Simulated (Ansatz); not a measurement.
Crystal: GeSb2Te4.

```
CELL_PARAMETERS angstrom
2.15929 1.24667 13.22804
-2.15929 1.24667 13.22804
0.00000 -2.49333 13.22804
ATOMIC_POSITIONS crystal
Te 0.70897 0.70897 0.70897
Te 0.29103 0.29103 0.29103
Te 0.56968 0.56968 0.56968
Te 0.43032 0.43032 0.43032
Sb 0.85941 0.85941 0.85941
Sb 0.14059 0.14059 0.14059
Ge 0.00000 0.00000 0.00000
```

The cell is a database's computed one.

* Program: Ansatz 0.2.0
* Task: relaxation of cell and atoms
* Functional: PBEsol
* Potentials or basis: Ansatz PAW
* Cutoff: 420 eV (not typed: the program's choice for these potentials)
* k mesh: 7 × 7 × 7
* Occupations: fermi-dirac, width 0.05 eV
* Spin: no spin polarisation

At the start: volume 30.52 Å³/atom.

Problem. How do energy, volume and symmetry change on relaxing?

Solution. It ends after 6 steps and the volume is 28.85 Å³/atom (-5.5 %); space group R-3m (No. 166, to 0.05 Å).

Step by step:
```tsv
step	energy change (eV)	largest force (eV/Å)	volume (Å³)
1	0.0000	0.1080	213.65
2	-0.0648	0.2771	195.97
3	-0.1072	0.0549	202.75
4	-0.1084	0.0257	202.13
5	-0.1086	0.0041	201.95
6	-0.1063	0.0040	201.95
```

Final structure:
```
Te Sb Ge
1.0
     2.12146    1.22482   12.95374
    -2.12146    1.22482   12.95374
     0.00000   -2.44965   12.95374
Te Sb Ge
4 2 1
Direct
  0.70820 0.70820 0.70820
  0.29180 0.29180 0.29180
  0.57043 0.57043 0.57043
  0.42957 0.42957 0.42957
  0.85857 0.85857 0.85857
  0.14143 0.14143 0.14143
  0.00000 0.00000 0.00000
```

Caveat: the plane-wave basis is chosen anew once the cell has moved, so the energies of steps on either side of that aren't comparable; the PAW data sets come from PBE, with cores solved anew for the run's functional, which leaves a small shift of forces and pressure.
